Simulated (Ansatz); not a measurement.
# NbP: the band gap up the ladder of functionals

The task here is to estimate one member of a computed series from the others.

Code: Ansatz 0.2.0. PAW datasets, plane waves. Calculated at 0 K for a non-magnetic cell.

## The system as given

The cell was relaxed beforehand with r2SCAN.

The symmetry is I4_1md (No. 109, tetragonal); conventional cell a = 3.338 Å, c = 11.464 Å, 15.97 Å³ an atom. Around Nb lie 6 P at 2.54–2.55 Å; around P lie 6 Nb at 2.54–2.55 Å.

The structure in full:

```cif
data_structure
_symmetry_space_group_name_H-M 'I4_1md'
_symmetry_Int_Tables_number 109
_cell_length_a 3.3384
_cell_length_b 3.3384
_cell_length_c 11.4640
_cell_angle_alpha 90.000
_cell_angle_beta 90.000
_cell_angle_gamma 90.000
_cell_volume 127.76
loop_
_atom_site_label
_atom_site_type_symbol
_atom_site_symmetry_multiplicity
_atom_site_Wyckoff_symbol
_atom_site_fract_x
_atom_site_fract_y
_atom_site_fract_z
_atom_site_occupancy
Nb1 Nb 4 a 0.50000 0.50000 0.99982 1
P1 P 4 a 0.00000 0.00000 0.08281 1
```

The first run:

Input file input.yaml:

```yaml
crystal:
  lattice:
    - [-1.6691837428, 1.6691837428, 5.732023094]
    - [1.6691837428, -1.6691837428, 5.732023094]
    - [1.6691837428, 1.6691837428, -5.732023094]
  atoms:
    - { symbol: Nb, position: [0.7498223616, 0.7498223616, 0.0] }
    - { symbol: Nb, position: [0.4998223616, 0.9998223616, 0.5] }
    - { symbol: P, position: [0.3328062134, 0.3328062134, 0.0] }
    - { symbol: P, position: [0.0828062134, 0.5828062134, 0.5] }
kpoints:
  mp_grid: { grid: [10, 10, 10] }
  band_path:
    path:
      - [[0.0, 0.0, 0.0], [3.016966187109e-18, -3.016966187109e-18, 0.5], [0.25, 0.25, 0.25], [1.183433094826e-18, 0.5, -1.183433094826e-18], [0.0, 0.0, 0.0], [0.5, 0.5, -0.5], [0.2711998329176, 0.7288001670824, -0.2711998329176]]
      - [[-0.2711998329176, 0.2711998329176, 0.2711998329176], [0.0, 0.0, 0.0]]
      - [[3.016966187109e-18, -3.016966187109e-18, 0.5], [-0.04239966583528, 0.04239966583528, 0.5]]
      - [[0.5, 0.5, -0.04239966583528], [0.5, 0.5, -0.5]]
    npoints: 10
hamiltonian:
  xc: pbe
scf:
  occupations: { method: fermi_dirac, width: 0.02 }
  n_extra_bands: 5
output:
  forces: true
  stress: true
  eigenvalues: true
```

The run is started by

```sh
> ansatz run input.yaml --threads 4 --pin off --max-ram 7372MiB --backend cpu --events-out ev --progress --plain --runs-dir out
```

Steps of the session up to this table: PBE bands along the symmetry lines; r2SCAN at the same geometry; Single point with HSE06; PBE+SOC; Single point with PBE0; LDA at the same geometry; HSE06+SOC.

One of the session's tables, all rows but one given; the rest of the session is left out.

```
    level  gap (eV)
      PBE     -0.16
   r2SCAN         ?
    HSE06     -0.05
  PBE+SOC     -0.15
     PBE0     -0.10
      LDA     -0.17
HSE06+SOC     -0.04
```

Q: Estimate the row for r2SCAN from the others.

The run gave: gap (eV): -0.13. In the column «gap (eV)» it lies between PBE+SOC (-0.15) and PBE0 (-0.10).

Meshes: PBE 10×10×10, r2SCAN 10×10×10, HSE06 8×8×8, PBE+SOC 10×10×10, PBE0 8×8×8, LDA 10×10×10, HSE06+SOC 6×6×6.

Every level leaves the bands touching or overlapping.

Limits of these values: Warnings in the runs' records: stress scf threshold loose, stress exchange threshold loose, filled band counts differ across k points.
